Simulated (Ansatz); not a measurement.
**ClF2H2HfN: how energies converge with the basis set**

One table from this session's results is given with a row withheld; the runs are named, their logs left out.

Program: Ansatz 0.2.0, Gaussian basis. Level of theory: one geometry, several basis sets. These are calculated values, not measurements.

Levels to be run: PBE0-D4/def2-SVP; ωB97M-V/def2-SVP; PBE0-D4/def2-QZVPP; ωB97M-V/def2-QZVPP; the functionals' def2-TZVPP values are taken from earlier runs.

### The geometry

An earlier PBE0-D4 in a triple-zeta def2 set relaxation fixed the geometry. Hf takes the def2 core potential; no spin-orbit term is included.

SMILES `[NH2][Hf]([F])([F])[Cl]`, 7 atoms, charge 0, spin multiplicity 1.

Atoms are counted from 1 here; the program's logs count them from 0.

Bond lengths: N1–Hf2 2.008 Å, N1–H6 1.011 Å, N1–H7 1.011 Å, Hf2–F3 1.900 Å, Hf2–F4 1.900 Å, Hf2–Cl5 2.358 Å. Angles: Hf2–N1–H6 125.6°, Hf2–N1–H7 125.6°, H6–N1–H7 108.9°, N1–Hf2–F3 107.2°, N1–Hf2–F4 107.2°, N1–Hf2–Cl5 110.1°, F3–Hf2–F4 113.6°, F3–Hf2–Cl5 109.3°, F4–Hf2–Cl5 109.4°.

Geometry (Å):

```tsv
atom	x (Å)	y (Å)	z (Å)
N1	1.2032	0.0163	0.3648
Hf2	-0.7387	-0.0770	-0.1369
F3	-1.7332	0.5830	1.3417
F4	-1.1217	-1.8888	-0.5631
Cl5	-1.1550	1.2745	-2.0237
H6	1.9302	-0.5943	0.0173
H7	1.6150	0.6863	0.9999
```

The first run:

Input file in.yaml:

```yaml
crystal:
  periodic: [false, false, false]
  atoms:
    - {symbol: N, position_ang: [1.203237, 0.016281, 0.364769]}
    - {symbol: Hf, position_ang: [-0.738690, -0.077034, -0.136931]}
    - {symbol: F, position_ang: [-1.733159, 0.583018, 1.341735]}
    - {symbol: F, position_ang: [-1.121666, -1.888839, -0.563116]}
    - {symbol: Cl, position_ang: [-1.154965, 1.274539, -2.023722]}
    - {symbol: H, position_ang: [1.930196, -0.594305, 0.017327]}
    - {symbol: H, position_ang: [1.615047, 0.686341, 0.999928]}
basis:
  gaussian: {orbitals: def2-SVP}
hamiltonian: {xc: pbe0, dispersion: d4}
output: {orbitals: {seedname: orbitals}}
```

Launch:

```console
ansatz run in.yaml --threads 4 --pin off --events-out ev --progress --plain --max-ram 10444MiB
```

Among the steps run: PBE0-D4 in def2-SVP; ωB97M-V in def2-SVP; PBE0-D4 in def2-QZVPP; ωB97M-V in def2-QZVPP.

One of the session's tables, all rows but one given; the rest of the session is left out.

| functional | basis | HOMO (eV) |
| --- | --- | --- |
| PBE0-D4 | def2-SVP | ? |
| PBE0-D4 | def2-TZVPP | -8.24 |
| PBE0-D4 | def2-QZVPP | -8.27 |
| ωB97M-V | def2-SVP | -10.47 |
| ωB97M-V | def2-TZVPP | -10.56 |
| ωB97M-V | def2-QZVPP | -10.60 |

**Question.** Estimate the row for PBE0-D4, def2-SVP.

**Answer.** HOMO (eV): -8.17. In the column «HOMO (eV)» it is the highest.
